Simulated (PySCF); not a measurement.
# AsSH: relaxation and vibrations of the singlet

The task is one start of a wider search on AsSH: the singlet, from a PBE0 minimum start. It is relaxed, tested by its Hessian and followed downhill if it is a saddle.

Computed with PySCF 2.14.0. Level: PBE0, basis As def2-TZVP, S def2-TZVP, H def2-TZVP, no relativity, density fitting.

### 1 The system as given

3 atoms, charge 0, spin multiplicity 1.

Bond lengths: As1–S2 2.039 Å, As1–H3 1.550 Å. Angles: S2–As1–H3 100.4°.

Coordinates in bohr (charge 0 multiplicity 1):
```
As    0.8671    0.0000   -0.7369
S    -2.1281    0.0000    1.6881
H     3.0894    0.0000    1.1700
```

### 2 The SCF at the typed geometry

The steps below are one call of a driver around PySCF. For each, scf.py gives the equivalent set-up of the SCF; relaxations use the driver's own optimiser. After this first run the driver tries any further starts and a stability analysis.

File scf.py:

```python
from pyscf import gto, scf, dft
mol = gto.M(atom='''
As     0.458837     0.000000    -0.389927
S     -1.126167     0.000000     0.893288
H      1.634830     0.000000     0.619124''',
    basis={'As': 'def2-TZVP', 'S': 'def2-TZVP', 'H': 'def2-TZVP'},
    charge=0, spin=0)
mf = dft.RKS(mol, xc='PBE0')
mf.grids.atom_grid = (50, 194)
aux = {'As': 'def2-universal-JKFIT', 'S': 'def2-universal-JKFIT', 'H': 'def2-universal-JKFIT'}
mf = mf.density_fit(auxbasis=aux)
mf.conv_tol = 1e-08
mf.diis_space = 10
mf.max_cycle = 60
mf.init_guess = 'minao'
mf.verbose = 4
mf.kernel()
```

Command:

```
OMP_NUM_THREADS=2 python axn.py task.json out
```

Log:

```text
init E= -2633.60965593774
  HOMO = -0.260889282269936  LUMO = -0.173076610642223  gap/eV = 2.38950
cycle= 1 E= -2634.20349521261  delta_E= -0.594  |g|= 0.53  |ddm|= 1.86
  HOMO = -0.185572237787071  LUMO = -0.123003995616216  gap/eV = 1.70257
cycle= 2 E= -2633.96767130202  delta_E= 0.236  |g|= 1.01  |ddm|= 1.18
  HOMO = -0.253309001073106  LUMO = -0.134404550532135  gap/eV = 3.23555
cycle= 3 E= -2634.24540990417  delta_E= -0.278  |g|= 0.17  |ddm|= 0.997
  HOMO = -0.245055018551376  LUMO = -0.135259540627207  gap/eV = 2.98769
cycle= 4 E= -2634.25506709823  delta_E= -0.00966  |g|= 0.0372  |ddm|= 0.198
  HOMO = -0.249422391700595  LUMO = -0.135508405568547  gap/eV = 3.09976
cycle= 5 E= -2634.25553304513  delta_E= -0.000466  |g|= 0.00434  |ddm|= 0.0357
  HOMO = -0.249274122738566  LUMO = -0.134970066047355  gap/eV = 3.11037
cycle= 6 E= -2634.25553842695  delta_E= -5.38e-06  |g|= 0.000924  |ddm|= 0.00474
  HOMO = -0.249174602903505  LUMO = -0.134854901811728  gap/eV = 3.11080
cycle= 7 E= -2634.25553863226  delta_E= -2.05e-07  |g|= 0.000379  |ddm|= 0.00114
  HOMO = -0.249228635328567  LUMO = -0.134900175374472  gap/eV = 3.11104
cycle= 8 E= -2634.25553866782  delta_E= -3.56e-08  |g|= 0.00014  |ddm|= 0.000376
  HOMO = -0.249233527501683  LUMO = -0.134895433606122  gap/eV = 3.11130
cycle= 9 E= -2634.25553867485  delta_E= -7.03e-09  |g|= 1.64e-05  |ddm|= 0.000155
  HOMO = -0.249235440062147  LUMO = -0.134896003295054  gap/eV = 3.11133
Extra cycle  E= -2634.25553867476  delta_E= 8.32e-11  |g|= 2.21e-05  |ddm|= 4.2e-05
converged SCF energy = -2634.25553867476
```

This step, with its further starts and checks, needed 5.7 s of wall time on 2 threads of Arm Neoverse N1, shared host.

No lower closed-shell solution turned up in the test of internal stability.

### 3 Relaxation: PBE0 minimum start, singlet

The program finds Cs symmetry in the start, which this walk keeps. Threshold on the gradient: 0.0003 Eh/bohr, with a further test on the energy change.

scf.py: that of step 2 with these lines changed.

```diff
@@ -3,3 +3,3 @@
-As     0.458837     0.000000    -0.389927
-S     -1.126167     0.000000     0.893288
-H      1.634830     0.000000     0.619124''',
+As     0.458665     0.000000    -0.389652
+S     -1.126339     0.000000     0.893563
+H      1.634658     0.000000     0.619399''',
@@ -15 +14,0 @@
-mf.init_guess = 'minao'
```

Energy and gradient, step by step:

```csv
step,energy (Eh),change (kJ/mol),largest symmetric gradient (Eh/bohr)
0,-2634.255539,0.00,0.00011
```

The walk took 1.4 s.

Positions (Å) and forces (eV/Å) along the way:

```
step 0
As   0.459   0.000  -0.390   0.000   0.000   0.005
S   -1.126   0.000   0.894  -0.001   0.000  -0.001
H    1.635   0.000   0.619   0.001   0.000  -0.004
```

It settles in Cs symmetry, 0.0 kJ/mol below the start, after 0 steps: As–H 1.550 Å, As–S 2.039 Å; H–As–S 100.4°.

### 4 Hessian and properties

On the finer grid the gradient is checked again; gradients at displacements of ±0.02 bohr then give force constants and infrared intensities.

scf.py: that of step 3 with these lines changed.

```diff
@@ -9 +9 @@
-mf.grids.atom_grid = (50, 194)
+mf.grids.atom_grid = (75, 302)
@@ -12 +12 @@
-mf.conv_tol = 1e-08
+mf.conv_tol = 1e-10
```

This SCF starts from the last density.

Log of the central SCF (cycles and frontier levels):

```text
init E= -2634.2555146386
  HOMO = -0.249234525212724  LUMO = -0.134896352014817  gap/eV = 3.11130
cycle= 1 E= -2634.25551463858  delta_E= 1.55e-11  |g|= 9.01e-06  |ddm|= 1.22e-05
  HOMO = -0.249232810743447  LUMO = -0.134896429472406  gap/eV = 3.11125
Extra cycle  E= -2634.25551463846  delta_E= 1.26e-10  |g|= 2.14e-05  |ddm|= 2.82e-05
converged SCF energy = -2634.25551463846
```

The whole step took 34 s.

Geometry: Cs; As–H 1.550 Å, As–S 2.039 Å; H–As–S 100.4°.

Harmonic modes (main isotopes):

```json
{"symmetry": "a'", "ω (cm⁻¹)": "564", "IR (km/mol)": "19.8", "μ (u)": "32.37"}
{"symmetry": "a'", "ω (cm⁻¹)": "802", "IR (km/mol)": "7.1", "μ (u)": "1.05"}
{"symmetry": "a'", "ω (cm⁻¹)": "2063", "IR (km/mol)": "183", "μ (u)": "1.02"}
```

No imaginary mode, so this is a minimum.

Properties at this point:

```
Dipole moment                                                   : 1.84 D
Highest occupied level                                          : -6.78 eV
Lowest empty level                                              : -3.67 eV
Rotational constants                                            : 7.331, 0.1793, 0.175 cm⁻¹
Zero-point energy                                               : 20.5 kJ/mol
Principal polarisabilities                                      : 29.5, 38.4, 67.0 bohr³
Atomisation energy without zero-point energy                    : 634 kJ/mol
Principal traceless quadrupole moments about the centre of mass : -2.23, -0.11, 2.34 D Å
Entropy at 298.15 K and 1 bar                                   : 260.1 J/(mol K)
Heat capacity Cp at 298.15 K                                    : 40.6 J/(mol K)
Enthalpy at 298.15 K above 0 K                                  : 10.60 kJ/mol
Rotational symmetry number                                      : 1
```

Populations by atom (charges in e):

| atom | Mulliken | Löwdin | polar tensor | Mayer order to As1 |
| --- | --- | --- | --- | --- |
| As1 | 0.21 | 0.12 | 0.49 | – |
| S2 | -0.27 | -0.07 | -0.33 | 2.10 |
| H3 | 0.05 | -0.05 | -0.16 | 0.92 |

Outer orbital energies (eV). occupied: -46.45, -46.39, -20.77, -15.79, -10.65, -9.02, -8.65, -6.78; empty: -3.67, 0.39, 0.58, 4.56.

Mulliken populations on As1: s 7.83, p 14.75, d 10.19, f 0.02.

### 5 Would spin polarisation lower it?

At the lowest minimum the closed shell is tested against spin polarisation, on the (50, 194) grid. It is stable.

### 6 Results

| quantity | value |
| --- | --- |
| minimum | singlet, Cs |
| geometry | As–H 1.550 Å, As–S 2.039 Å; H–As–S 100.4° |
| wavenumbers (cm⁻¹) | 564 (a'), 802 (a'), 2063 (a') |
| dipole moment | 1.84 D |
| highest occupied, lowest empty level | -6.78, -3.67 eV |
| polar-tensor charge of As1 | +0.49 e |
| zero-point energy | 20.5 kJ/mol |
| entropy at 298.15 K | 260.1 J/(mol K) |
| atomisation energy (no zero-point energy) | 634 kJ/mol |

The PBE0 minimum start keeps its Cs symmetry and ends in a minimum. In the infrared the band at 2063 cm⁻¹ (a', stretch) leads. Only this shape and spin were tried, so other structures or states may lie lower.

The search up to here needed 45 s of wall time on 2 threads of Arm Neoverse N1, shared host.
